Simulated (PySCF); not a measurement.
LiK (Lithium Potassium), in a box:

```
Li K
1.0
     9.00000    0.00000    0.00000
     0.00000    9.00000    0.00000
     0.00000    0.00000   13.00000
Li K
1 1
Direct
  0.50234 0.50403 0.37424
  0.50021 0.50236 0.63018
```

The cell isn't the ideal one: atoms moved at random, drawn with an rms of 0.05 Å.

Base run:

```yaml
Program: PySCF 2.14.0
Functional: SOGGA11
Potentials_or_basis: def2-svp (all-electron)
k_mesh: 1 × 1 × 1
Occupations: fixed
Spin: no spin polarisation
```

Its results: gap between the frontier levels 1.07 eV.

Question: The run is repeated on the same cell with these changes: functional from SOGGA11 to PBE. What comes out?

Answer: Gap between the frontier levels 1.18 eV.

Caveats: this is a molecule in a periodic box at the Γ point, so its band gap is the HOMO-LUMO gap; the basis of atomic orbitals isn't converged, which shifts pressures, moduli and gaps.

